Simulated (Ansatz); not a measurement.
# MoHO (quartet): wave-function methods side by side, def2-QZVPP

One table from this session's results is given with a row withheld; the runs are named, their logs left out.

Computed with Ansatz 0.2.0, Gaussian basis. Level: def2-QZVPP, core rule «outside noble gas», up to 5 orbitals frozen.

To be run: UHF; ROHF; CCSD(T) on UHF.

**The system**

The geometry is a PBE0/def2-TZVP stationary point (not a proven minimum). No spin-orbit coupling is included. Elements past krypton take def2 core potentials.

3 atoms, charge 0, spin multiplicity 4.

Atoms are counted from 1 here; the program's logs count them from 0.

Bond lengths: Mo1–O2 1.664 Å, Mo1–H3 1.736 Å. Angles: O2–Mo1–H3 119.1°.

Coordinates:

```xyz
3
HMoO
Mo    0.0000   -0.0347    0.2259
O     0.0000    0.1198   -1.4306
H     0.0000    1.3964    1.2079
```

The first run:

in.yaml reads:

```yaml
crystal:
  periodic: [false, false, false]
  atoms:
    - {symbol: Mo, position_ang: [0.000000, -0.034652, 0.225883]}
    - {symbol: O, position_ang: [0.000000, 0.119816, -1.430599]}
    - {symbol: H, position_ang: [0.000000, 1.396431, 1.207924]}
basis:
  gaussian: {orbitals: "def2-QZVPP.json"}
magnetization: {spin_polarized: true, initial_magnetization: 3}
hamiltonian: {xc: hf}
output: {orbitals: {seedname: orbitals}}
```

On the command line:

```
$ ansatz run in.yaml --threads 1 --pin off --events-out ev --progress --plain --max-ram 4096MiB --backend cpu
```

Steps of the session up to this table: UHF; ROHF; CCSD(T) on UHF.

One table of the session follows, with a row left open; its other results are not shown here.

It belongs to the step «Misses and costs». 

| method | from UCCSD(T) (kJ/mol) |
| --- | --- |
| ROHF | ? |
| UHF | +1214.7 |
| UMP2 | +77.8 |
| UCCSD | +72.1 |
| UCCSD(T) | 0 |

**Question.** Estimate the row for ROHF.

**Answer.** from UCCSD(T) (kJ/mol): +1249.7. In the column «from UCCSD(T) (kJ/mol)» it is the highest.
